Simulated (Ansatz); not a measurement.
# Al7P8 zinc blende ring disc (Al7P8H24+): the relaxed shape and its frontier levels

What does Al7P8 zinc blende ring disc (Al7P8H24+) look like as a singlet, and where do its frontier electrons sit?

Computed with Ansatz 0.2.0, Gaussian basis. Level: RKS PBE0-D4/def2-TZVP.

Levels to be run: relaxation at r2SCAN-D4/def2-SVP; a single point at PBE0-D4/def2-TZVP.

### 1 Starting geometry

39 atoms, charge 1, spin multiplicity 1.

Atoms are counted from 1 here; the program's logs count them from 0.

Bond lengths: Al1–P8 2.377 Å, Al1–P9 2.378 Å, Al1–P10 2.459 Å, Al1–H16 1.529 Å, Al2–P9 2.467 Å, Al2–P11 2.417 Å, Al2–H17 1.558 Å, Al2–H18 1.542 Å, Al3–P8 2.467 Å, Al3–P12 2.420 Å, Al3–H19 1.542 Å, Al3–H20 1.557 Å, Al4–P10 2.426 Å, Al4–P11 2.357 Å, Al4–P12 2.355 Å, Al4–P13 2.426 Å, Al5–P12 2.418 Å, Al5–P14 2.465 Å and more. Angles: P8–Al1–P9 110.8°, P8–Al1–P10 93.2°, P8–Al1–H16 120.1°, P9–Al1–P10 93.1°, P9–Al1–H16 119.9°, P10–Al1–H16 112.8°, P9–Al2–P11 102.8°, P9–Al2–H17 101.6°, P9–Al2–H18 106.7°, P11–Al2–H17 105.6°, P11–Al2–H18 113.7°, H17–Al2–H18 123.9°, P8–Al3–P12 103.0°, P8–Al3–H19 106.1°, P8–Al3–H20 101.9°, P12–Al3–H19 113.3°, P12–Al3–H20 105.8°, H19–Al3–H20 124.2° and more.

The ion is computed in the gas phase, without counter-ions or solvent.

The start is a GFN2-xTB geometry.

### 2 Relaxation at r2SCAN-D4/def2-SVP

File in.yaml:

```yaml
crystal:
  periodic: [false, false, false]
  atoms:
    - {symbol: Al, position_ang: [-3.014680, -3.006150, 0.824080]}
    - {symbol: Al, position_ang: [-3.728560, 1.019280, -1.218470]}
    - {symbol: Al, position_ang: [0.994740, -3.767870, -1.229520]}
    - {symbol: Al, position_ang: [0.015120, -0.012580, 0.529400]}
    - {symbol: Al, position_ang: [3.752980, -1.010560, -1.215170]}
    - {symbol: Al, position_ang: [-1.010230, 3.752260, -1.218580]}
    - {symbol: Al, position_ang: [3.004680, 3.019540, 0.817530]}
    - {symbol: P, position_ang: [-1.316330, -4.095550, -0.432320]}
    - {symbol: P, position_ang: [-4.062540, -1.306280, -0.467510]}
    - {symbol: P, position_ang: [-1.433720, -1.432840, 1.859910]}
    - {symbol: P, position_ang: [-1.413020, 1.433220, -0.664690]}
    - {symbol: P, position_ang: [1.442780, -1.459260, -0.659680]}
    - {symbol: P, position_ang: [1.439850, 1.433280, 1.857920]}
    - {symbol: P, position_ang: [4.059990, 1.317010, -0.463460]}
    - {symbol: P, position_ang: [1.303570, 4.099590, -0.443430]}
    - {symbol: H, position_ang: [-3.828930, -3.791430, 1.852920]}
    - {symbol: H, position_ang: [-4.558620, 1.810380, -0.164090]}
    - {symbol: H, position_ang: [-4.016040, 1.042450, -2.732990]}
    - {symbol: H, position_ang: [0.963640, -4.027260, -2.749670]}
    - {symbol: H, position_ang: [1.808130, -4.622320, -0.212920]}
    - {symbol: H, position_ang: [4.032010, -1.024350, -2.731890]}
    - {symbol: H, position_ang: [4.598140, -1.795550, -0.169500]}
    - {symbol: H, position_ang: [-1.820810, 4.576870, -0.175660]}
    - {symbol: H, position_ang: [-1.011890, 4.030500, -2.734750]}
    - {symbol: H, position_ang: [3.816020, 3.808600, 1.845060]}
    - {symbol: H, position_ang: [-1.867670, -5.133590, -1.164900]}
    - {symbol: H, position_ang: [-0.932280, -4.914220, 0.632190]}
    - {symbol: H, position_ang: [-5.105960, -1.853170, -1.196500]}
    - {symbol: H, position_ang: [-4.878190, -0.916380, 0.598570]}
    - {symbol: H, position_ang: [-2.091360, -0.625230, 2.779210]}
    - {symbol: H, position_ang: [-0.651670, -2.075140, 2.811440]}
    - {symbol: H, position_ang: [-1.893450, 1.909520, 0.591680]}
    - {symbol: H, position_ang: [1.921730, -1.945630, 0.591980]}
    - {symbol: H, position_ang: [2.093850, 0.647930, 2.799050]}
    - {symbol: H, position_ang: [0.632610, 2.080670, 2.785210]}
    - {symbol: H, position_ang: [4.856530, 0.925080, 0.616990]}
    - {symbol: H, position_ang: [5.117510, 1.853930, -1.179140]}
    - {symbol: H, position_ang: [0.923000, 4.925800, 0.616370]}
    - {symbol: H, position_ang: [1.859060, 5.129440, -1.184680]}
basis:
  gaussian: {orbitals: def2-SVP}
total_charge: 1
hamiltonian: {xc: r2scan, dispersion: d4}
scf: {lower_state_search: "off"}
output: {orbitals: {seedname: orbitals}}
relax: {f_tol: 0.03, max_steps: 70}
```

Run with:

```console
> ansatz run in.yaml --threads 2 --pin off --events-out ev --progress --plain --max-ram 32768MiB --backend cuda --devices 0, --max-vram 18GiB
```

Further steps of the session: Single point, PBE0-D4/def2-TZVP.

Q: Predict the results of all the runs planned. Wanted: point group; commonest bond, hydrogen aside; HOMO, LUMO at PBE0-D4/def2-TZVP.

As calculated:

| quantity | value |
| --- | --- |
| point group | C2 |
| commonest bond, hydrogen aside | Al–P, 18 of mean length 2.425 Å |
| HOMO, LUMO at PBE0-D4/def2-TZVP | -10.48, -4.38 eV |

The molecule keeps its bonding pattern by the stored test; the atoms moved 1.02 Å (rms), and the angle Al6–P11–H32 went from 86° to 107°. No usable vibrations, so a minimum isn't proven. The HOMO lies nearest to H17, H22 about 14 % each; H20, H23 about 11 % each and the LUMO to P10, P13 about 12 % each; Al4 8 %. Whether this spin is the lowest isn't tested here. The point group is read from a loosely relaxed geometry; soft torsions can leave it below the true symmetry.
